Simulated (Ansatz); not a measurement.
# CH4GeO2 (SMILES O=C[O][GeH3]) at HF/def2-SVP

Aim: the energy change on altering one bond length of CH4GeO2 at HF/def2-SVP, from 2 runs. 

The results are computed with Ansatz 0.2.0.

53 further runs of the same task are left out: 53 set aside as unsound or not needed. Runs told in other sessions of the task aren't counted.

## 1. The molecule

CH4GeO2: 8 atoms, total charge 0, spin state singlet. SMILES: `O=C[O][GeH3]`. The shape is that of a PBE0-D4/def2-TZVP optimisation. This is one conformer, not always the lowest.

Bond lengths: O1–C2 1.203 Å, C2–O3 1.318 Å, O3–Ge4 1.840 Å, C2–H5 1.101 Å, Ge4–H6 1.528 Å, Ge4–H7 1.528 Å, Ge4–H8 1.531 Å. Angles: O1–C2–O3 124.7°, C2–O3–Ge4 113.7°, O1–C2–H5 123.7°, O3–C2–H5 111.6°, O3–Ge4–H6 108.6°, O3–Ge4–H7 108.6°, O3–Ge4–H8 100.3°, H6–Ge4–H7 113.7°, H6–Ge4–H8 112.4°, H7–Ge4–H8 112.4°.

## 2. The energy at HF/def2-SVP

The input, in.yaml:

```yaml
crystal:
  periodic: [false, false, false]
  atoms:
    - {symbol: O, position_ang: [1.249800, -0.737800, 1.111600]}
    - {symbol: C, position_ang: [1.395900, 0.277800, 0.484100]}
    - {symbol: O, position_ang: [0.493200, 0.797800, -0.322800]}
    - {symbol: Ge, position_ang: [-1.061900, -0.180000, -0.421000]}
    - {symbol: H, position_ang: [2.310300, 0.889700, 0.516800]}
    - {symbol: H, position_ang: [-1.700900, -0.218500, 0.966900]}
    - {symbol: H, position_ang: [-0.732900, -1.562300, -0.983900]}
    - {symbol: H, position_ang: [-1.861500, 0.676100, -1.407500]}
basis:
  gaussian:
    orbitals: def2-SVP
output: {orbitals: {seedname: orbitals}}
hamiltonian:
  xc: hf
accuracy: high
```

Started as:

```
$ ansatz run in.yaml --threads 1 --pin off --max-ram 2610MiB --events-out events.jsonl --progress --plain --runs-dir runs
```

What it wrote:

```text
Warning: RAYON_NUM_THREADS=1 ignored (pool sized by the plan → 1); use --threads N
Functional definition: HF
  name "HF"
  exchange = exact_x
  correlation = 0
2075 factors; integrals over basis functions are off by at most 4.6e-9 eV
mean field evaluation 1: about -61627.7818 eV, gradient 3.9e1 eV
mean field evaluation 2: about -61627.8640 eV, gradient 3.9e1 eV
mean field evaluation 4: about -61631.0510 eV, gradient 3.2e0 eV
mean field evaluation 8: about -61631.0982 eV, gradient 3.9e-1 eV
mean field -61631.09963241 eV, -2264.9011364312 hartree, gradient 6.4e-8 eV, S^2 0.000000; 0 other end points of the search recorded, 0 dependent functions left out
reference -61631.09963241 eV, -2264.9011364312 hartree; 29, 29 occupied and 65, 65 virtual orbitals, 2075 factors
Total energy: -61631.09963241 eV, -2264.9011364312 hartree
```

It took 3.3 s on 1 thread of Arm Neoverse V2, shared host; peak memory 0.29 GiB.

## 3. The distorted shape at the same level

The input, molecule.yaml:

```yaml
crystal:
  periodic: [false, false, false]
  atoms:
    - symbol: O
      position_ang: [2.493920, 0.044465, 1.190163]
    - symbol: C
      position_ang: [2.640020, 1.060065, 0.562663]
    - symbol: O
      position_ang: [1.737320, 1.580065, -0.244237]
    - symbol: Ge
      position_ang: [-1.061900, -0.180000, -0.421000]
    - symbol: H
      position_ang: [3.554420, 1.671965, 0.595363]
    - symbol: H
      position_ang: [-1.700900, -0.218500, 0.966900]
    - symbol: H
      position_ang: [-0.732900, -1.562300, -0.983900]
    - symbol: H
      position_ang: [-1.861500, 0.676100, -1.407500]
basis:
  gaussian:
    orbitals: def2-SVP
output: {orbitals: {seedname: orbitals}}
hamiltonian:
  xc: hf
accuracy: high
```

Started as:

```
$ ansatz run molecule.yaml --threads 1 --pin off --max-ram 2610MiB --events-out events.jsonl --progress --plain --runs-dir runs
```

What it wrote:

```text
Warning: RAYON_NUM_THREADS=1 ignored (pool sized by the plan → 1); use --threads N
Functional definition: HF
  name "HF"
  exchange = exact_x
  correlation = 0
1982 factors; integrals over basis functions are off by at most 2.4e-8 eV
mean field evaluation 1: about -61621.6925 eV, gradient 4.7e1 eV
mean field evaluation 2: about -61621.7695 eV, gradient 4.7e1 eV
mean field evaluation 4: about -61626.4694 eV, gradient 4.6e0 eV
mean field evaluation 8: about -61626.5496 eV, gradient 5.0e-1 eV
mean field evaluation 16: about -61626.5528 eV, gradient 4.6e-7 eV
mean field -61626.55278045 eV, -2264.7340427037 hartree, gradient 2.0e-8 eV, S^2 0.000000; 0 other end points of the search recorded, 0 dependent functions left out
reference -61626.55278045 eV, -2264.7340427037 hartree; 29, 29 occupied and 65, 65 virtual orbitals, 1982 factors
Total energy: -61626.55278045 eV, -2264.7340427037 hartree
```

Wall time 2.8 s (1 thread of Arm Neoverse V2, shared host); peak memory 0.27 GiB.

## 4. Outcome

Level: HF/def2-SVP.

| quantity | value |
| --- | --- |
| first shape: total energy | -2264.90114 Eh |
| first shape: HOMO energy | -12.58 eV |
| first shape: LUMO energy | 3.48 eV |
| first shape: HOMO–LUMO gap | 16.07 eV |
| distorted shape: total energy | -2264.73404 Eh |
| distorted shape: HOMO energy | -9.65 eV |
| distorted shape: LUMO energy | -1.84 eV |
| distorted shape: HOMO–LUMO gap | 7.81 eV |
| energy change with the O3–Ge4 bond stretched from 1.840 to 3.311 Å | 4.547 eV |

**Reading.** One bond (distorted shape) is far stretched, which a spin-restricted single reference describes badly; a broken-symmetry solution may lie lower. With the O3–Ge4 bond stretched from 1.840 to 3.311 Å the energy rises by 4.55 eV (439 kJ/mol). The first shape isn't relaxed at this level, so the change isn't measured from a minimum. A restricted reference can't describe the breaking bond well at this length.
